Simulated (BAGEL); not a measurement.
# CH5InO2 (SMILES [CH3][In]([OH])[OH]), step by step

We compute a single-point energy (HF/ANO-RCC-VDZP), then a single-point energy (NEVPT2(2,2)/ANO-RCC-VDZP) of CH5InO2. 

Program for the calculation: BAGEL 1.2.2.

### 1 The structure to begin with

CH5InO2: 9 atoms, total charge 0, spin state singlet. SMILES: `[CH3][In]([OH])[OH]`. The O3–H8 distance was set to 1.297 Å, away from the relaxed value.

Bond lengths: C1–In2 2.127 Å, In2–O3 1.981 Å, In2–O4 1.993 Å, C1–H5 1.090 Å, C1–H6 1.090 Å, C1–H7 1.089 Å, O4–H9 0.959 Å. Angles: C1–In2–O3 124.7°, C1–In2–O4 129.1°, O3–In2–O4 106.2°, In2–C1–H5 109.8°, In2–C1–H6 109.5°, In2–C1–H7 109.4°, In2–O4–H9 114.4°, H5–C1–H6 109.0°, H5–C1–H7 109.7°, H6–C1–H7 109.5°. A long bond or contact: O3–H8 1.297 Å.

### 2 The energy at HF/ANO-RCC-VDZP (DKH2, density fitting with AutoAux) (run 1)

The input, job.json:

```json
{ "bagel": [

{
  "title": "molecule",
  "basis": "ano-rcc-vdzp.json",
  "df_basis": "ano-rcc-vdzp-autoaux.json",
  "angstrom": true,
  "dkh": true,
  "geometry": [
    { "atom": "C", "xyz": [   -0.060249,    1.073268,   -1.664427 ] },
    { "atom": "In", "xyz": [    0.149251,   -0.183032,    0.039573 ] },
    { "atom": "O", "xyz": [    1.467151,   -1.652932,    0.202673 ] },
    { "atom": "O", "xyz": [   -0.872249,   -0.159832,    1.750373 ] },
    { "atom": "H", "xyz": [   -1.100049,    1.082268,   -1.991027 ] },
    { "atom": "H", "xyz": [    0.238451,    2.089368,   -1.405927 ] },
    { "atom": "H", "xyz": [    0.573851,    0.701968,   -2.468027 ] },
    { "atom": "H", "xyz": [    1.365500,   -2.243400,    1.353100 ] },
    { "atom": "H", "xyz": [   -1.550749,    0.516768,    1.797873 ] }
  ]
},
{
  "title": "hf",
  "charge": 0
},
{
  "title": "print",
  "file": "orbitals.molden",
  "orbitals": true
}

]}
```

The basis set ANO-RCC-VDZP is read from a file made from the Basis Set Exchange's data (not shown).

On the command line:

```sh
$ BAGEL_NUM_THREADS=1 BAGEL job.json > job.out
```

Output:

```text
* using 1 threads per process

  ===============================================================
  ===============================================================

  *** Geometry ***

  { "atom" : "C", "xyz" : [     -0.113854,      2.028183,     -3.145311 ] },
  { "atom" : "In", "xyz" : [      0.282044,     -0.345880,      0.074782 ] },
  { "atom" : "O", "xyz" : [      2.772514,     -3.123589,      0.382996 ] },
  { "atom" : "O", "xyz" : [     -1.648312,     -0.302039,      3.307726 ] },
  { "atom" : "H", "xyz" : [     -2.078791,      2.045190,     -3.762496 ] },
  { "atom" : "H", "xyz" : [      0.450607,      3.948333,     -2.656817 ] },
  { "atom" : "H", "xyz" : [      1.084421,      1.326527,     -4.663895 ] },
  { "atom" : "H", "xyz" : [      2.580421,     -4.239412,      2.556988 ] },
  { "atom" : "H", "xyz" : [     -2.930491,      0.976550,      3.397488 ] },

  Number of auxiliary basis functions:     1214

  Since a DF basis is specified, we compute 2- and 3-index integrals:
    o Being stored without compression. Storage requirement is 0.118 GB

  Number of basis functions:      110
  Number of electrons      :       76

    * METHOD: MOLECULE                             3.39

  *** RHF ***

  === Nuclear Repulsion ===
   383.1966969935

      * DIIS with orbital gradients will be used.

  === RHF iteration (ano-rcc-vdzp.json) ===
      0      -6067.14591325          0.02645936           0.77
      1      -6067.31842833          0.02349083           0.77
      2      -6067.71835789          0.00252061           0.78
      3      -6067.72299525          0.00096651           0.72
      4      -6067.72397588          0.00032018           0.76
      5      -6067.72407959          0.00010744           0.75
      6      -6067.72410101          0.00003637           0.75
      7      -6067.72410494          0.00001001           0.74
      8      -6067.72410516          0.00000368           0.74
      9      -6067.72410517          0.00000152           0.75
     10      -6067.72410517          0.00000087           0.76
     11      -6067.72410517          0.00000032           0.75
     12      -6067.72410518          0.00000014           0.76
     13      -6067.72410518          0.00000005           0.75
     14      -6067.72410518          0.00000002           0.76
     15      -6067.72410517          0.00000001           0.75
     16      -6067.72410517          0.00000001           0.75
    * SCF iteration converged.

    * Permanent dipole moment:
           (    0.656864,    -1.078166,     0.644369) a.u.

    * METHOD: HF                                  15.46

    * METHOD: PRINT                                0.03

  ===============================================================
```

Run time: 19 s. Hardware: 1 thread of Arm Neoverse V1, shared host; peak memory 0.41 GiB.

### 3 The energy at NEVPT2(2,2)/ANO-RCC-VDZP (DKH2, density fitting with AutoAux) (run 2)

The input, nevpt2.json:

```json
{ "bagel" : [

{
  "title" : "molecule",
  "basis" : "ano-rcc-vdzp.json",
  "df_basis" : "ano-rcc-vdzp-autoaux.json",
  "angstrom" : true,
  "dkh" : true,
  "geometry" : [
    { "atom" : "C", "xyz" : [      -0.060249,       1.073268,      -1.664427 ] },
    { "atom" : "In", "xyz" : [       0.149251,      -0.183032,       0.039573 ] },
    { "atom" : "O", "xyz" : [       1.467151,      -1.652932,       0.202673 ] },
    { "atom" : "O", "xyz" : [      -0.872249,      -0.159832,       1.750373 ] },
    { "atom" : "H", "xyz" : [      -1.100049,       1.082268,      -1.991027 ] },
    { "atom" : "H", "xyz" : [       0.238451,       2.089368,      -1.405927 ] },
    { "atom" : "H", "xyz" : [       0.573851,       0.701968,      -2.468027 ] },
    { "atom" : "H", "xyz" : [       1.365500,      -2.243400,       1.353100 ] },
    { "atom" : "H", "xyz" : [      -1.550749,       0.516768,       1.797873 ] }
  ]
},

{
  "title" : "hf"
},

{
  "title" : "nevpt2",
  "nstate" : 1,
  "nact" : 2,
  "nclosed" : 37,
  "active" : [33, 41],
  "maxiter" : 200,
  "natocc" : true,
  "ncore" : 21
},

{
  "title" : "print",
  "file" : "orbitals.molden",
  "orbitals" : true
}

]}
```

The basis set ANO-RCC-VDZP is read from a file made from the Basis Set Exchange's data (not shown).

On the command line:

```sh
$ BAGEL_NUM_THREADS=1 BAGEL nevpt2.json > nevpt2.out
```

Output:

```text
* using 1 threads per process

  ===============================================================
  ===============================================================

  *** Geometry ***

  { "atom" : "C", "xyz" : [     -0.113854,      2.028183,     -3.145311 ] },
  { "atom" : "In", "xyz" : [      0.282044,     -0.345880,      0.074782 ] },
  { "atom" : "O", "xyz" : [      2.772514,     -3.123589,      0.382996 ] },
  { "atom" : "O", "xyz" : [     -1.648312,     -0.302039,      3.307726 ] },
  { "atom" : "H", "xyz" : [     -2.078791,      2.045190,     -3.762496 ] },
  { "atom" : "H", "xyz" : [      0.450607,      3.948333,     -2.656817 ] },
  { "atom" : "H", "xyz" : [      1.084421,      1.326527,     -4.663895 ] },
  { "atom" : "H", "xyz" : [      2.580421,     -4.239412,      2.556988 ] },
  { "atom" : "H", "xyz" : [     -2.930491,      0.976550,      3.397488 ] },

  Number of auxiliary basis functions:     1214

  Since a DF basis is specified, we compute 2- and 3-index integrals:
    o Being stored without compression. Storage requirement is 0.118 GB

  Number of basis functions:      110
  Number of electrons      :       76

    * METHOD: MOLECULE                             3.35

  *** RHF ***

  === Nuclear Repulsion ===
   383.1966969935

      * DIIS with orbital gradients will be used.

  === RHF iteration (ano-rcc-vdzp.json) ===
      0      -6067.14591325          0.02645936           0.74
      1      -6067.31842833          0.02349083           0.71
      2      -6067.71835789          0.00252061           0.74
      3      -6067.72299525          0.00096651           0.74
      4      -6067.72397588          0.00032018           0.73
      5      -6067.72407959          0.00010744           0.76
      6      -6067.72410101          0.00003637           0.74
      7      -6067.72410494          0.00001001           0.74
      8      -6067.72410516          0.00000368           0.74
      9      -6067.72410517          0.00000152           0.74
     10      -6067.72410517          0.00000087           0.73
     11      -6067.72410517          0.00000032           0.74
     12      -6067.72410518          0.00000014           0.76
     13      -6067.72410518          0.00000005           0.74
     14      -6067.72410518          0.00000002           0.74
     15      -6067.72410517          0.00000001           0.74
     16      -6067.72410517          0.00000001           0.73
    * SCF iteration converged.

    * Permanent dipole moment:
           (    0.656864,    -1.078166,     0.644369) a.u.

    * METHOD: HF                                  15.18

    * freezing 21 orbitals
  ---------------------------
      CASSCF calculation
  ---------------------------

    ==== Active orbitals : =====
         Orbital 33
         Orbital 41
    ============================

    * nstate   :      1
    * nclosed  :     37
    * nact     :      2
    * nvirt    :     71
  === CASSCF iteration (ano-rcc-vdzp.json) ===

    * Using the second-order algorithm

      0  0     -6067.72449021     7.29e-05      0.23

      1  0     -6067.73413794     9.61e-04      2.84

      2  0     -6067.75531989     9.91e-04      3.10

      3  0     -6067.76164906     3.99e-04      3.61

      4  0     -6067.76193357     2.01e-04      3.71

      5  0     -6067.76195510     8.39e-05      3.72

      6  0     -6067.76195794     3.33e-05      3.69

      7  0     -6067.76195837     1.29e-05      3.70

      8  0     -6067.76195843     5.00e-06      3.76

      9  0     -6067.76195843     1.93e-06      3.73

     10  0     -6067.76195843     7.44e-07      3.73

     11  0     -6067.76195843     2.87e-07      3.58

     12  0     -6067.76195844     1.10e-07      3.46

     13  0     -6067.76195843     4.27e-08      3.32

     14  0     -6067.76195844     1.65e-08      3.17

     15  0     -6067.76195843     6.20e-09      2.97

    * Second-order optimization converged. *

     guess   0:   closed 1.                   open ..

  === FCI iteration ===

      0  0     -6067.72256862     1.02e-01      0.00
      1  0     -6067.76159277     8.08e-03      0.00
      2  0 *   -6067.76195843     1.85e-15      0.00

     * ci vector, state   0, <S^2> = 0.0000
       2.     0.9816686624
       .2    -0.1905954808

  === DF-NEVPT2 calculation ===

    * 3-index integral transformation done
    * assembly done

      NEVPT2 correlation energy:   -0.9995332472      0.50

          (+0)     -0.8512717944
          (+0)'    -0.0969053990
          (+1)     -0.0083890751
          (+1)'    -0.0000022529
          (+2)     -0.0007315019
          (-1)     -0.0373035475
          (-1)'    -0.0000557719
          (-2)     -0.0048739045

      NEVPT2 total energy:       -6068.7614916797

    * METHOD: NEVPT2                              57.19

    * METHOD: PRINT                                0.03

  ===============================================================
```

It took 76 s on 1 thread of Arm Neoverse V1, shared host; peak memory 0.42 GiB.

### 4 Results

| quantity | value |
| --- | --- |
| run 1, HF/ANO-RCC-VDZP: total energy | -6067.72411 Eh |
| run 1, HF/ANO-RCC-VDZP: dipole moment | 3.60 D |
| run 1, HF/ANO-RCC-VDZP: HOMO energy | -11.46 eV |
| run 1, HF/ANO-RCC-VDZP: LUMO energy | 1.35 eV |
| run 1, HF/ANO-RCC-VDZP: HOMO–LUMO gap | 12.82 eV |
| run 2, NEVPT2(2,2)/ANO-RCC-VDZP: total energy | -6068.76149 Eh |
